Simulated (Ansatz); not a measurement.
# Mg2C (P1) in Ansatz: convergence with ecutrho ratio

Aim: find how far ecutrho ratio must go before the results for Mg2C settle, at PBE. This setting moves, with any that are tied to it; all else stays.

All numbers are computed with Ansatz 0.2.0; they aren't measurements. Logs are shortened: lines on timing, memory, paths and dates and some standing lists are left out, and cuts for length are marked.

**1. The cell of the first run**

The typed cell holds 3 atoms: a = 4.482 Å, b = 4.482 Å, c = 3.135 Å, α = 90.00°, β = 90.00°, γ = 120.00°.

The cell was built by a generator and needn't be a form met in nature.

The cell isn't the ideal one: atoms moved at random, drawn with an rms of 0.05 Å.

**2. With ecutrho ratio 4**

input.yaml reads:

```yaml
crystal:
  lattice:
    - [4.48216113, 0.0, 0.0]
    - [-2.24108057, 3.88166541, 0.0]
    - [0.0, 0.0, 3.13451058]
  atoms:
    - { symbol: Mg, position: [0.326179, 0.662555, 0.94844] }
    - { symbol: Mg, position: [0.655757, 0.322968, 0.04339] }
    - { symbol: C, position: [0.005168, 0.00713, 0.494294] }
hamiltonian:
  xc: pbe
  pseudopotentials: { kind: paw }
kpoints:
  mp_grid: { grid: [5, 5, 6] }
scf:
  occupations: { method: cold, width: 0.1 }
output:
  forces: true
  stress: true
  eigenvalues: true
basis:
  ecutrho_ratio: 4
```

Potentials or basis: Ansatz PAW.

The run is started by

```
$ ansatz run input.yaml --threads 2 --pin off --max-ram 5632MiB --backend cpu --events-out ev --progress --plain --runs-dir out
```

The program printed:

```text
Warning: RAYON_NUM_THREADS=2 ignored (pool sized by the plan → 2); use --threads N
Engine: ansatz 0.2.0, aarch64-unknown-linux-gnu
Pseudopotentials: kind: paw
Pseudopotential: Mg, paw, valence charge 10, recommended cutoff 420 eV (normal), Mg.paw.azcp
Pseudopotential: C, paw, valence charge 4, recommended cutoff 420 eV (normal), C.paw.azcp
Functional definition: PBE
  parameter kappa = 0.804
  parameter beta = 0.06672455060314922
  exchange = pbe_x(kappa = kappa, mu = beta*pi^2/3)
  correlation = pbe_c(beta = beta)
Crystal: 3 atoms, lattice volume = 54.535 Å³
Basis set: ecut = 420 eV, 1061 PW (Γ), exchange–correlation on 60×60×48 points (8 copies of the dense FFT grid, shifted against one another)
Bands: 16, of which v1, the nominal top of the filled ones, is band 12 counted from 1 (11 counted from 0)
Symmetry: 1 space group operations
Space group: P1 (ITA 1), of the structure as read, at distance tolerance 3.8e-5 Å
k-points: 76 of 150 (time reversal used)
Non-local potential: Mg, projectors of the file, l = 0: 3, l = 1: 2, l = 2: 1
Non-local potential: C, projectors of the file, l = 0: 2, l = 1: 2, l = 2: 1
PAW form: soft (Blöchl's): semilocal exchange-correlation on the pseudo side does not see the compensation charge
PAW one-centre angular grid: Mg, 110 points (default); XC on 64 Gauss nodes
PAW one-centre angular grid: C, 110 points (default); XC on 64 Gauss nodes
Initial density: superposition of atomic densities (neutral atoms: chi_scale 0, normalization atom), corrected by the library's trained network
Initial wavefunctions: pseudopotential atomic-orbital guess
Functional: x = pbe(κ = 0.804, μ = 0.2195149727645171), c = pbe(β = 0.06672455060314922)
SCF iter   1: F=—  HF=-4093.562817 eV  |F-HF|=—  |Δ(HF+E_count)|=         —  Δρ=4.67e-3  dr2=1.70e-2  ethr=1.77e-3  ⟨swp⟩=5.0  Hψ=5833  notcnv=0
preconditioner: auto → none  [insulator: Δε(μ)=0.242 eV  Ē_g=6.766 eV  σ=0.100 eV  W_gap=0.78  n_scr=8 (ndim 8)  ℏωp=14.2 eV  f_vac=0.000  D(μ)=1.11/eV (n_scr^D=6)  ε∞_Penn≈5.4]
SCF iter   2: F=—  HF=-4093.559872 eV  |F-HF|=—  |Δ(HF+E_count)|=   2.94e-3  S|Δr|=    0.00e0  Δρ=1.24e-3  dr2=5.70e-4  ethr=7.09e-5  ⟨swp⟩=1.0  Hψ=1825  notcnv=0
SCF iter   3: F=—  HF=-4093.559959 eV  |F-HF|=—  |Δ(HF+E_count)|=   8.77e-5  S|Δr|=    0.00e0  Δρ=3.46e-4  dr2=4.75e-5  ethr=2.38e-6  ⟨swp⟩=2.0  Hψ=1377  notcnv=0
SCF iter   4: F=—  HF=-4093.559984 eV  |F-HF|=—  |Δ(HF+E_count)|=   2.46e-5  S|Δr|=    0.00e0  Δρ=4.71e-5  dr2=6.79e-7  ethr=1.98e-7  ⟨swp⟩=2.0  Hψ=1492  notcnv=0
SCF iter   5: F=-4093.559986 eV  HF=-4093.559986 eV  |F-HF|=2.32e-8  |Δ(HF+E_count)|=   1.53e-6  S|Δr|=    0.00e0  Δρ=8.76e-6  dr2=2.41e-8  ethr=4.17e-10  ⟨swp⟩=6.3  Hψ=5701  notcnv=0
SCF 1 converged in 5 iterations: F = -4093.559986 eV  dr2 = 2.41e-8
SCF converged after 5 iterations
Stability not checked: this state was not tested for a lower state beside it, because cold or Methfessel-Paxton smearing, or corrected tetrahedra, fill the levels in a way that the test cannot read (fill_not_monotonic; see scf.lower_state_search)
Free energy (F): -4093.559986 eV
Harris-Foulkes:  -4093.559986 eV  (|F-HF|=2.32e-8)
Internal energy: -4093.560022 eV  (E = F + TS)
E sigma→0 (E₀):  -4093.559998 eV
Entropy (-TS):   0.000037 eV (0.012 meV/atom)
Fermi energy:    5.739994 eV
Step filling:    the computed levels leave a gap of 0.0146 eV = 0.1 smearing widths at the electron count; against every level under it full and every level over it empty, smearing changes F+E_penalty+E_count by +0.162 meV and its σ→0 estimate by +0.150 meV
--- Per-component energies (eV) ---
  E_band       = -720.652232
  E_kinetic    = 223.732880
  E_local      = -3342.225540  (includes V_loc(G=0)·N_el)
  E_nonlocal   = 219.769881
  E_hartree    = 1183.694886
  E_xc         = -101.182053
  E_vxc        = -127.875357  (∫ρ·V_xc dr)
  E_paw        = -682.686487  (= ΣΔE_a)
  E_vpaw       = -61.441839  (= ΣTr[D̂ρ^β])
  E_aug_tail   = -0.000004  (compensation charges beyond the density's cutoff)
  E_ewald      = -1594.663586
  E_smearing   = 0.000037  (= −TS)
  E_closure    = 0.000000  (closes the sum)
  Σ components = -4093.559986   (vs F -4093.559986, Δ=0.00e0)
--- Forces (eV/Å), atoms counted from 1 ---
  atom   1  Mg    -0.04191549    -0.18358063    -0.71645241
  atom   2  Mg    -0.01819143     0.08041142     0.72530464
  atom   3  C      0.06011312     0.10318491    -0.00885203
  max |Σ_I F_I| component: 1.57e-5 eV/Å
--- Stress (GPa, compression-positive) ---
       -5.049336      -0.075939       0.007303
       -0.075939      -3.223390       0.114081
        0.007303       0.114081      -8.698285
  P = ⅓ Tr σ = -5.6570 GPa (-56.570 kbar)
--- Band table (eV; the first three rows and the last of 76) ---
  k-point 0: bands = ["-70.8470", "-70.8248", "-37.6518", "-37.6396", "-37.5725", "-37.5561", "-37.5557", "-37.5553", "-4.3840", "2.9533", "4.4297", "4.4649", "7.0891", "7.4256", "7.4875", "9.5234"]
  k-point 1: bands = ["-70.8467", "-70.8245", "-37.6513", "-37.6390", "-37.5778", "-37.5601", "-37.5557", "-37.5552", "-4.0898", "2.9824", "4.6811", "4.7155", "6.0248", "7.7924", "7.8553", "9.8664"]
  k-point 2: bands = ["-70.8461", "-70.8239", "-37.6501", "-37.6379", "-37.5883", "-37.5690", "-37.5550", "-37.5546", "-3.3326", "2.2116", "5.2936", "5.3249", "5.4989", "8.8761", "8.9418", "9.2829"]
  k-point 75: bands = ["-70.8420", "-70.8292", "-37.6560", "-37.6233", "-37.5787", "-37.5728", "-37.5601", "-37.5487", "-3.5809", "1.3418", "3.0618", "5.4517", "7.0548", "7.2000", "9.3147", "11.5613"]
```

It took 2.7 s on 2 threads of Arm Neoverse V1, shared host; peak memory 0.34 GiB.

What came out:

```
Free energy            : -4093.5600 eV
Pressure               : -5.7 GPa
Largest force          : 0.741 eV/Å
Band gap on the k mesh : none (metal or under the smearing width)
```

**3. With ecutrho ratio 5**

Edit input.yaml of step 2 so:

```diff
@@ -21,2 +21,2 @@
 basis:
-  ecutrho_ratio: 4
+  ecutrho_ratio: 5
```

Potentials or basis: Ansatz PAW.

The run is started by

```
$ ansatz run input.yaml --threads 2 --pin off --max-ram 5632MiB --backend cpu --events-out ev --progress --plain --runs-dir out
```

Wall time 2.8 s (2 threads of Arm Neoverse V1, shared host); peak memory 0.35 GiB.

What came out:

```yaml
Free_energy: -4093.5600 eV
Pressure: -5.7 GPa
Largest_force: 0.741 eV/Å
Band_gap_on_the_k_mesh: none (metal or under the smearing width)
```

**4. With ecutrho ratio 6**

Edit input.yaml of step 3 so:

```diff
@@ -21,2 +21,2 @@
 basis:
-  ecutrho_ratio: 5
+  ecutrho_ratio: 6
```

The run is started by

```
$ ansatz run input.yaml --threads 2 --pin off --max-ram 5632MiB --backend cpu --events-out ev --progress --plain --runs-dir out
```

Run time: 2.8 s. Hardware: 2 threads of Arm Neoverse V1, shared host; peak memory 0.36 GiB.

Results:

```
Free energy            : -4093.5600 eV
Pressure               : -5.7 GPa
Largest force          : 0.741 eV/Å
Band gap on the k mesh : none (metal or under the smearing width)
```

**5. With ecutrho ratio 8**

Edit input.yaml of step 4 so:

```diff
@@ -21,2 +21,2 @@
 basis:
-  ecutrho_ratio: 6
+  ecutrho_ratio: 8
```

The run is started by

```
$ ansatz run input.yaml --threads 2 --pin off --max-ram 5632MiB --backend cpu --events-out ev --progress --plain --runs-dir out
```

Wall time 2.9 s (2 threads of Arm Neoverse V1, shared host); peak memory 0.38 GiB.

It converged, with:

| Quantity | Value |
| --- | --- |
| Free energy | -4093.5600 eV |
| Pressure | -5.7 GPa |
| Largest force | 0.741 eV/Å |
| Band gap on the k mesh | none (metal or under the smearing width) |

**6. With ecutrho ratio 10**

Edit input.yaml of step 5 so:

```diff
@@ -21,2 +21,2 @@
 basis:
-  ecutrho_ratio: 8
+  ecutrho_ratio: 10
```

Potentials or basis: Ansatz PAW.

The run is started by

```
$ ansatz run input.yaml --threads 2 --pin off --max-ram 5632MiB --backend cpu --events-out ev --progress --plain --runs-dir out
```

It took 2.9 s on 2 threads of Arm Neoverse V1, shared host; peak memory 0.4 GiB.

It converged, with:

```yaml
Free_energy: -4093.5600 eV
Pressure: -5.7 GPa
Largest_force: 0.741 eV/Å
Band_gap_on_the_k_mesh: none (metal or under the smearing width)
```

**7. With ecutrho ratio 12**

Edit input.yaml of step 6 so:

```diff
@@ -21,2 +21,2 @@
 basis:
-  ecutrho_ratio: 10
+  ecutrho_ratio: 12
```

The run is started by

```
$ ansatz run input.yaml --threads 2 --pin off --max-ram 5632MiB --backend cpu --events-out ev --progress --plain --runs-dir out
```

Run time: 3 s. Hardware: 2 threads of Arm Neoverse V1, shared host; peak memory 0.44 GiB.

It converged, with:

| Item | Value |
| --- | --- |
| Free energy | -4093.5600 eV |
| Pressure | -5.7 GPa |
| Largest force | 0.741 eV/Å |
| Band gap on the k mesh | none (metal or under the smearing width) |

**8. Summary**

```tsv
ecutrho ratio	energy less the tightest run, at zero smearing (meV/atom)	SCF cycles	CPU time (s)	peak memory (GiB)
4	0.01	5	5.3	0.34
5	0.01	5	5.3	0.35
6	0.00	5	5.4	0.36
8	0.00	5	5.6	0.38
10	0.00	5	5.6	0.4
12	0.00	5	5.9	0.44
```

Against the tightest run, the energy stays within 1 meV/atom from 4 on. The tightest run that finished is the yardstick and may itself not be fully converged.
